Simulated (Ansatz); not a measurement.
## C₂H₆GeOS, SMILES OC(=S)[CH2][GeH3]: a geometry optimisation, step by step

Computed with Ansatz's Python interface.

Run as a notebook:

**Cell 1**
```python
import ansatz as az
import numpy as np
import pandas as pd
```

**Cell 2**
```python
GEOMETRY = '''
O    -0.03240    0.38110    2.15460
C     0.52300   -0.39870    1.19740
S     2.04310   -0.86630    1.41520
C    -0.13820   -0.79500   -0.04060
Ge   -0.09500    0.60020   -1.38870
H    -1.03170    0.76890    2.01690
H     0.23970   -1.73880   -0.45510
H    -1.24120   -0.96890    0.20100
H    -0.71140    1.92420   -0.75400
H     1.39300    0.85640   -1.70490
H    -0.88350    0.18000   -2.62120
'''
```

**Cell 3**
```python
geometry = az.Crystal.molecule()
for line in GEOMETRY.strip().splitlines():
    symbol, *xyz = line.split()
    geometry = geometry.atom(symbol, [float(v) for v in xyz])
```

**Cell 4**
```python
calculation = (
    geometry.calculation()
    .basis(gaussian='def2-SVP')
    .functional('b3lyp', dispersion='d4')
)
symbols = [site.symbol for site in geometry.cartesian_sites]
start = np.array([site.position_ang for site in geometry.cartesian_sites], dtype=float)
summary = calculation.relax(force_tolerance=0.01, max_steps=100).run().report
end = np.array(summary['positions_ang'])
```

**Cell 5**
```python
for key in ('converged', 'free_energy_ev', 'reference_energy_ev', 'n_frozen', 'n_occupied', 'n_virtual'):
    print(f'{key:22s} {summary[key]}')

print('bond        before    after (A)')
for i, j in [(0, 1), (0, 5), (1, 2), (1, 3), (3, 4), (3, 6), (3, 7), (4, 8), (4, 9), (4, 10)]:
    d0, d1 = (np.linalg.norm(xyz[i] - xyz[j]) for xyz in (start, end))
    print(f'{symbols[i]}{i}-{symbols[j]}{j}'.ljust(10), f'{d0:8.4f} {d1:8.4f}')

charges = summary['charge_distribution']
table = pd.DataFrame({'atom': symbols, 'mulliken': charges['mulliken_charges_e'], 'lowdin': charges['lowdin_charges_e']})
print(table.round(3).to_string())
print('dipole (e A):', np.round(charges['dipole_moment_e_ang'], 4) + 0.0)
```
Output:
```text
converged              True
free_energy_ev         -71560.46828597748
reference_energy_ev    -71560.0292699852
n_frozen               0
n_occupied             [37, 37]
n_virtual              [85, 85]
bond        before    after (A)
O0-C1        1.3538   1.3457
O0-H5        1.0807   0.9698
C1-S2        1.6052   1.6355
C1-C3        1.4584   1.4980
C3-Ge4       1.9406   1.9979
C3-H6        1.0979   1.0965
C3-H7        1.1425   1.1047
Ge4-H8       1.5924   1.5438
Ge4-H9       1.5426   1.5360
Ge4-H10      1.5223   1.5413
   atom  mulliken  lowdin
0     O    -0.137   0.213
1     C    -0.011  -0.319
2     S    -0.173   0.084
3     C    -0.106  -0.097
4    Ge     0.341   0.226
5     H     0.173  -0.008
6     H     0.063   0.025
7     H     0.038   0.021
8     H    -0.075  -0.055
9     H    -0.046  -0.041
10    H    -0.067  -0.050
dipole (e A): [-0.7695  0.1021 -0.4065]
```

Reading the output:
- These settings explore the input space; basis and method may be short of convergence.
- The end point is the stationary point reached from this start; no frequency run checks that it is a minimum, and the basis set is modest.
- The Löwdin charges here are taken after orthogonalising the functions within each atom; they differ from plain Löwdin charges, and their signs can be unphysical.
- Total less reference energy is the dispersion correction.
- b3lyp holds the VWN-RPA fit, as in Gaussian; the form of ORCA and Turbomole is b3lyp5.
- The whole script took 35 s on 1 thread of AMD EPYC 9R45 (Zen 5), on a shared host, peak memory 0.44 GiB.

(Lines on the test bed's own set-up are left out of the output.)
